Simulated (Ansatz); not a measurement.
# MgPH6NO5: further runs on the relaxed cell

The task here is to estimate one member of a computed series from the others.

Method: DFT PBE+D3(BJ), scalar-relativistic, plane waves, PAW, in Ansatz 0.2.0.

### The structure to begin with

It takes space group Pmn2_1 (No. 31, orthorhombic). The conventional cell has a = 5.612 Å, b = 8.818 Å, c = 4.756 Å, α = 90.00°, β = 90.00°, γ = 90.00°. Mg (site symmetry m) has 6 O at 2.03 to 2.20 Å in its first shell of neighbours. Around H (site symmetry m) lie 1 N at 1.06 Å. H (site symmetry m) has 1 N at 1.05 Å in its first shell of neighbours. Around H (site symmetry 1) lie 1 N at 1.04 Å. Around H (site symmetry 1) lie 1 O at 0.99 Å. P (site symmetry m) has 4 O at 1.53 to 1.57 Å in its first shell of neighbours. Around N (site symmetry m) lie 4 H at 1.04 to 1.06 Å. Around O (site symmetry m) lie 1 P at 1.53 Å and 1 Mg at 2.03 Å. Only part of the 11 independent sites is listed.

As a file:

```
CELL_PARAMETERS angstrom
5.61242 0.00000 0.00000
0.00000 8.81829 0.00000
0.00000 0.00000 4.75627
ATOMIC_POSITIONS crystal
Mg 0.00000 0.97809 0.01793
Mg 0.50000 0.02191 0.51793
H 0.00000 0.45861 0.33013
H 0.50000 0.54139 0.83013
H 0.00000 0.45318 0.96624
H 0.50000 0.54682 0.46624
H 0.15230 0.59041 0.14001
H 0.34770 0.40959 0.64001
H 0.84770 0.59041 0.14001
H 0.65230 0.40959 0.64001
H 0.13885 0.80856 0.58886
H 0.36115 0.19144 0.08886
H 0.86115 0.80856 0.58886
H 0.63885 0.19144 0.08886
P 0.00000 0.19207 0.58657
P 0.50000 0.80793 0.08657
N 0.00000 0.52420 0.14455
N 0.50000 0.47580 0.64455
O 0.00000 0.16389 0.26947
O 0.50000 0.83611 0.76947
O 0.00000 0.36578 0.64394
O 0.50000 0.63422 0.14394
O 0.22037 0.11563 0.73262
O 0.27963 0.88437 0.23262
O 0.77963 0.11563 0.73262
O 0.72037 0.88437 0.23262
O 0.00000 0.79677 0.71367
O 0.50000 0.20323 0.21367
```

It is the result of an earlier relaxation at this level (volume 8.41 Å³/atom; gap on the mesh: 5.09 eV).

Set-up of the first run:

Input file input.yaml:

```yaml
crystal:
  lattice:
    - [5.6124167004, 0.0, 0.0]
    - [0.0, 8.8182878507, 0.0]
    - [0.0, 0.0, 4.7562687552]
  atoms:
    - { symbol: Mg, position: [0.0, 0.9780889099, 0.0179337535] }
    - { symbol: Mg, position: [0.5, 0.0219110901, 0.5179337535] }
    - { symbol: H, position: [0.0, 0.458607441, 0.3301347995] }
    - { symbol: H, position: [0.5, 0.541392559, 0.8301347995] }
    - { symbol: H, position: [0.0, 0.4531780702, 0.9662356655] }
    - { symbol: H, position: [0.5, 0.5468219298, 0.4662356655] }
    - { symbol: H, position: [0.1523025301, 0.5904062134, 0.1400145941] }
    - { symbol: H, position: [0.3476974699, 0.4095937866, 0.6400145941] }
    - { symbol: H, position: [0.8476974699, 0.5904062134, 0.1400145941] }
    - { symbol: H, position: [0.6523025301, 0.4095937866, 0.6400145941] }
    - { symbol: H, position: [0.1388505612, 0.8085618949, 0.5888644724] }
    - { symbol: H, position: [0.3611494388, 0.1914381051, 0.0888644724] }
    - { symbol: H, position: [0.8611494388, 0.8085618949, 0.5888644724] }
    - { symbol: H, position: [0.6388505612, 0.1914381051, 0.0888644724] }
    - { symbol: P, position: [0.0, 0.1920745252, 0.5865684823] }
    - { symbol: P, position: [0.5, 0.8079254748, 0.0865684823] }
    - { symbol: "N", position: [0.0, 0.5241978437, 0.1445471813] }
    - { symbol: "N", position: [0.5, 0.4758021563, 0.6445471813] }
    - { symbol: O, position: [0.0, 0.163893641, 0.2694692546] }
    - { symbol: O, position: [0.5, 0.836106359, 0.7694692546] }
    - { symbol: O, position: [0.0, 0.3657788194, 0.6439414806] }
    - { symbol: O, position: [0.5, 0.6342211806, 0.1439414806] }
    - { symbol: O, position: [0.2203674296, 0.1156318398, 0.7326183847] }
    - { symbol: O, position: [0.2796325704, 0.8843681602, 0.2326183847] }
    - { symbol: O, position: [0.7796325704, 0.1156318398, 0.7326183847] }
    - { symbol: O, position: [0.7203674296, 0.8843681602, 0.2326183847] }
    - { symbol: O, position: [0.0, 0.7967693542, 0.7136744805] }
    - { symbol: O, position: [0.5, 0.2032306458, 0.2136744805] }
basis:
  ecutwfc: 420
kpoints:
  mp_grid: { grid: [4, 4, 6] }
hamiltonian:
  xc: pbesol
scf:
  occupations: { method: gaussian, width: 0.02 }
output:
  forces: true
  stress: true
  eigenvalues: true
relax:
  adjacent_minimum: "off"
  f_tol: 0.005
  max_steps: 50
  cell: { stress_tol: 0.05 }
```

Command:

```bash
$ ansatz run input.yaml --threads 8 --pin off --max-ram 22528MiB --backend cpu --events-out ev --progress --plain --runs-dir out
```

Steps of the session up to this table: The cell under PBEsol; The cell under PBE; The cell under LDA; Relaxing with r2SCAN.

One table of the session follows, with a row left open; its other results are not shown here.

It belongs to the step «Relaxed cells side by side». 

| functional | a (Å) | b (Å) | c (Å) | volume (Å³/atom) | gap on the mesh (eV) |
| --- | --- | --- | --- | --- | --- |
| PBE+D3(BJ) | 5.612 | 8.818 | 4.756 | 8.41 | 5.09 |
| PBEsol | 5.586 | 8.879 | 4.731 | 8.38 | 5.04 |
| PBE | 5.663 | 8.973 | 4.815 | 8.74 | 4.85 |
| LDA | ? | ? | ? | ? | ? |
| r2SCAN | 5.597 | 8.805 | 4.752 | 8.36 | 5.67 |

Q: Estimate the row for LDA from the others.

**Answer.** a (Å): 5.503; b (Å): 8.756; c (Å): 4.643; volume (Å³/atom): 7.99; gap on the mesh (eV): 5.24. In the column «a (Å)» it is the lowest.
